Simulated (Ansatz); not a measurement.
# CH5AlBF: the cost of one run

Program: Ansatz 0.2.0. Level of theory: RKS PBE-D4/def2-SVP. These are calculated values, not measurements.

## 1. The structure to begin with

Bond lengths: C1–B2 1.588 Å, B2–F3 1.326 Å, B2–Al4 2.110 Å, C1–H5 1.094 Å, C1–H6 1.093 Å, C1–H7 1.087 Å, Al4–H8 1.566 Å, Al4–H9 1.564 Å. Angles: C1–B2–F3 117.4°, C1–B2–Al4 109.2°, F3–B2–Al4 133.3°, B2–C1–H5 109.7°, B2–C1–H6 109.2°, B2–C1–H7 115.7°, H5–C1–H6 105.0°, H5–C1–H7 108.6°, H6–C1–H7 108.2°, B2–Al4–H8 131.9°, B2–Al4–H9 113.1°, H8–Al4–H9 115.0°.

Coordinates:

```xyz
9

C     0.2276    1.0992   -0.6656
B     0.7312   -0.3724   -0.3472
F     1.8441   -0.7796   -0.9425
Al   -0.6026   -1.2846    1.0093
H    -0.8181    1.0705   -0.9842
H     0.2254    1.6858    0.2571
H     0.8019    1.6419   -1.4118
H    -0.6040   -2.6972    1.6862
H    -1.8056   -0.3635    1.3987
```

## 2. End point A

Input file input.yaml:

```yaml
crystal:
  periodic: [false, false, false]
  atoms:
    - { symbol: C, position_ang: [0.22764, 1.09919, -0.66563] }
    - { symbol: B, position_ang: [0.73119, -0.37236, -0.34719] }
    - { symbol: F, position_ang: [1.84415, -0.77961, -0.94245] }
    - { symbol: Al, position_ang: [-0.60257, -1.28464, 1.0093] }
    - { symbol: H, position_ang: [-0.81807, 1.07048, -0.98424] }
    - { symbol: H, position_ang: [0.22538, 1.68583, 0.25705] }
    - { symbol: H, position_ang: [0.80192, 1.64189, -1.41176] }
    - { symbol: H, position_ang: [-0.60405, -2.69725, 1.68618] }
    - { symbol: H, position_ang: [-1.80559, -0.36354, 1.39874] }
basis:
  gaussian: { orbitals: def2-SVP }
hamiltonian:
  xc: pbe
  dispersion: d4
relax:
  f_tol: 0.015
  max_steps: 40
```

Launch:

```sh
$ ansatz run input.yaml --threads 1 --pin off --max-ram 2048MiB --backend cpu --events-out ev --progress --plain --runs-dir out
```

What time and memory should one allow on 1 thread of INTEL XEON PLATINUM 8581C at 2.30GHz (Emerald Rapids), shared host?

About 10 s, with a peak of 0.17 GiB.
